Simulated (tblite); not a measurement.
# C6H9BO3Si: the cost of one run

Programs: tblite 0.8.0 and PySCF 2.14.0, with density-fitted response routines of our own. Each step states its level of theory. These are calculated values for one molecule, in the gas phase or a continuum, unless marked as measured. Atoms are numbered from 0 throughout.

## 1. The starting structure

20 atoms, charge 0, multiplicity 1; geometry from: force field or distance geometry start.

Bonds of the start (Å): O0–B1 1.48, B1–O2 1.47, B1–Si3 1.92, Si3–O4 1.75, O4–C5 1.40, C5–C6 1.37, C6–C7 1.39, C7–C8 1.37, C8–C9 1.37, C9–C10 1.38, C10–C5 1.40, O0–H11 1.00, O2–H12 1.01, Si3–H13 1.49, Si3–H14 1.45, C6–H15 1.07, C7–H16 1.09, C8–H17 1.09, C9–H18 1.10, C10–H19 1.10.

## 2. Geometry optimisation with GFN2-xTB

The job: settings as JSON, then the geometry in Å.

```
{"job": {"kind": "relax", "xc": "GFN2-xTB", "basis": "xTB"}, "charge": 0, "multiplicity": 1}
O      4.346600    -1.237700    -0.334100
B      3.185500    -0.319200    -0.429500
O      3.407700     1.110600    -0.677100
Si     1.568400    -0.815400     0.471400
O      0.307600    -1.368700    -0.602100
C     -0.887700    -0.641300    -0.538700
C     -2.082900    -1.206400    -0.172600
C     -3.181200    -0.354000    -0.136600
C     -3.093000     0.975300    -0.458900
C     -1.892100     1.517300    -0.818200
C     -0.770800     0.710100    -0.865400
H      4.986200    -0.927800    -1.034300
H      2.934700     1.581800     0.076900
H      1.091200     0.397000     1.189700
H      1.877500    -1.763400     1.530100
H     -2.155200    -2.243800     0.090400
H     -4.160900    -0.732700     0.141400
H     -3.947900     1.646900    -0.442900
H     -1.756300     2.573700    -1.080100
H      0.217300     1.108400    -1.141600
```

Started as:

```console
$ OMP_NUM_THREADS=1 python probes_run.py task.json out
```

This one command runs all jobs of the session in turn.

Q: Estimate the wall time and peak memory of this first job on 1 thread of Arm Neoverse N1, shared host.

About 3.8 s, with a peak of 0.18 GiB.
